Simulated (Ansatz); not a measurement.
# ClH5OSi2, SMILES O[SiH2][SiH2]Cl: a rigid torsion scan

Computed with Ansatz 0.2.0, Python API.

`clh5osi2_torsion.py`:
```python
'''Rigid torsion scan of ClH5OSi2.'''

import ansatz as az
from ase import Atoms

config = {
    'basis_set': '6-31G*',
    'functional': 'pbe',
    'dispersion': 'd4',
    'force_tol': 0.02,
}


def main() -> None:
    atoms = Atoms(['O', 'Si', 'Si', 'Cl', 'H', 'H', 'H', 'H', 'H'], positions=[
        (-1.9114, 0.5215, -0.2594),
        (-0.4344, 0.8748, 0.3041),
        (1.0837, -0.6999, -0.4106),
        (0.5646, -2.5705, 0.1406),
        (-2.4529, -0.1453, 0.1607),
        (-0.0273, 2.2519, -0.1398),
        (-0.4922, 0.8815, 1.7908),
        (1.3089, -0.6913, -1.884),
        (2.4495, -0.4691, 0.2806),
    ])

    # start the scan from a relaxed geometry
    first = (
        az.Crystal.molecule_from_ase(atoms).calculation()
        .basis(gaussian=config['basis_set'])
        .functional(config['functional'], dispersion=config['dispersion'])
        .relax(force_tolerance=config['force_tol'], max_steps=80)
    )
    atoms.positions = first.run().report['positions_ang']

    start = atoms.get_dihedral(0, 1, 2, 3)
    energies = {}
    for turn in range(0, 360, 30):
        turned = atoms.copy()
        turned.set_dihedral(0, 1, 2, 3, start + turn, indices=[2, 3, 7, 8])
        setup = (
            az.Crystal.molecule_from_ase(turned).calculation()
            .basis(gaussian=config['basis_set'])
            .functional(config['functional'], dispersion=config['dispersion'])
        )
        energies[round((start + turn) % 360)] = setup.run().report['free_energy_ev']
    floor = min(energies.values())
    print('dihedral O0-Si1-Si2-Cl3 (deg)   E - E(min) (kJ/mol)')
    for angle, e in sorted(energies.items()):
        print(f'{angle:8d} {96.485332 * (e - floor):14.3f}  ' + '#' * int(30 * (e - floor) / max(max(energies.values()) - floor, 1e-9)))


if __name__ == '__main__':
    main()
```

```console
$ python clh5osi2_torsion.py
dihedral O0-Si1-Si2-Cl3 (deg)   E - E(min) (kJ/mol)
      16          6.891  ################
      46          7.214  #################
      76          8.354  ####################
     106         12.219  #############################
     136         12.305  ##############################
     166          7.890  ###################
     196          6.340  ###############
     226          9.160  ######################
     256          8.692  #####################
     286          3.267  #######
     316          0.000
     346          3.026  #######
```

The scan is rigid and the energies are electronic, in a modest basis. With rigid groups the curve can differ much from the relaxed path, the start wasn't checked as a minimum of this torsion, and equivalent turns needn't return to the same energy. Timing: 76 s on 1 thread of Arm Neoverse V1 (shared host), peak memory 0.2 GiB.
